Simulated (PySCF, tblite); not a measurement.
# C₅H₆F₃PS: geometry, infrared bands and NMR shifts

Aim: predict the infrared bands and NMR shifts of C₅H₆F₃PS (`C=C[P@@]1(=S)C[C@@H]1C(F)(F)F`).

The runs use tblite 0.8.0 and PySCF 2.14.0, with density-fitted response routines of our own; the level of theory stands in each step. All values are computed, except where a source is named. Atoms are numbered from 0 throughout.

### 1 The molecule as given

16 atoms, charge 0, multiplicity 1; geometry from: force field or distance geometry start.

Bonds of the start (Å): C0–C1 1.33, C1–P2 1.79, P2–S3 1.69, P2–C4 1.80, C4–C5 1.54, C5–C6 1.50, C6–F7 1.37, C6–F8 1.38, C6–F9 1.39, C5–P2 1.81, C0–H10 1.08, C0–H11 1.08, C1–H12 1.08, C4–H13 1.10, C4–H14 1.11, C5–H15 1.09.

### 2 Relaxing the molecule with GFN2-xTB

What the job is given:

```
{"job": {"kind": "relax", "xc": "GFN2-xTB", "basis": "xTB"}, "charge": 0, "multiplicity": 1}
C      3.010000    -0.938300     0.178900
C      2.026100    -0.092100    -0.123000
P      0.418600    -0.145200     0.659500
S      0.162600    -1.089700     2.038900
C     -0.519300     1.369500     0.373000
C     -1.064200     0.120400    -0.335200
C     -2.433700    -0.228900     0.181400
F     -2.471800    -1.571100     0.471900
F     -2.671600     0.477800     1.341000
F     -3.426300     0.065600    -0.743500
H      2.931900    -1.735400     0.902900
H      3.943600    -0.821000    -0.346900
H      2.226200     0.672100    -0.861500
H     -1.042300     1.752100     1.261500
H     -0.140800     2.140900    -0.329000
H     -0.956500     0.032200    -1.413800
```

Started as:

```bash
$ OMP_NUM_THREADS=1 python probes_run.py task.json out
```

The driver reads the jobs from task.json and runs them one after another.

**Question.** This job is followed by: GFN2-xTB harmonic vibrations, gas phase; GIAO PBE0/pcSseg-1 NMR shielding, non-relativistic, gas phase. What will the session give for the following? strongest single infrared mode (GFN2-xTB); zero-point energy (GFN2-xTB); ¹³C shifts against TMS (PBE0/pcSseg-1); ¹H shifts against TMS (PBE0/pcSseg-1); ³¹P shifts against H3PO4 (PBE0/pcSseg-1); ³³S shifts against CS2 (PBE0/pcSseg-1); ¹⁹F shifts against CFCl3 (PBE0/pcSseg-1, means over atoms taken as alike).

The runs gave:

| quantity | value |
| --- | --- |
| strongest single infrared mode (GFN2-xTB) | 1069 cm⁻¹, 222 km/mol |
| zero-point energy (GFN2-xTB) | 62.9 kcal/mol |
| ¹³C shifts against TMS (PBE0/pcSseg-1) | 149.4, 139.2, 134.1, 31.5, 21.3 ppm |
| ¹H shifts against TMS (PBE0/pcSseg-1) | 6.98, 6.95, 5.74, 2.05, 1.97, 1.65 ppm |
| ³¹P shifts against H3PO4 (PBE0/pcSseg-1) | -88.7 ppm |
| ³³S shifts against CS2 (PBE0/pcSseg-1) | -390 ppm |
| ¹⁹F shifts against CFCl3 (PBE0/pcSseg-1, means over atoms taken as alike) | -75.8 ppm |

Over 88 steps the energy fell by 2.336 eV; of the close pairs, P2–S3 changed most, 1.691 to 1.931 Å. No mode is imaginary among the 42: a minimum at this level. The strongest single mode, at 1069 cm⁻¹, moves mainly C6. GFN2-xTB is a fitted tight-binding method: band positions and strengths are rough. Its intensities can rank the bands wrongly. C0 (terminal =CH2 carbon) lies farthest downfield among carbon, at 149.4 ppm; the olefinic region. At PBE0/pcSseg-1: The largest span, 497 ppm, is at P2, where the paramagnetic term is -558 ppm.
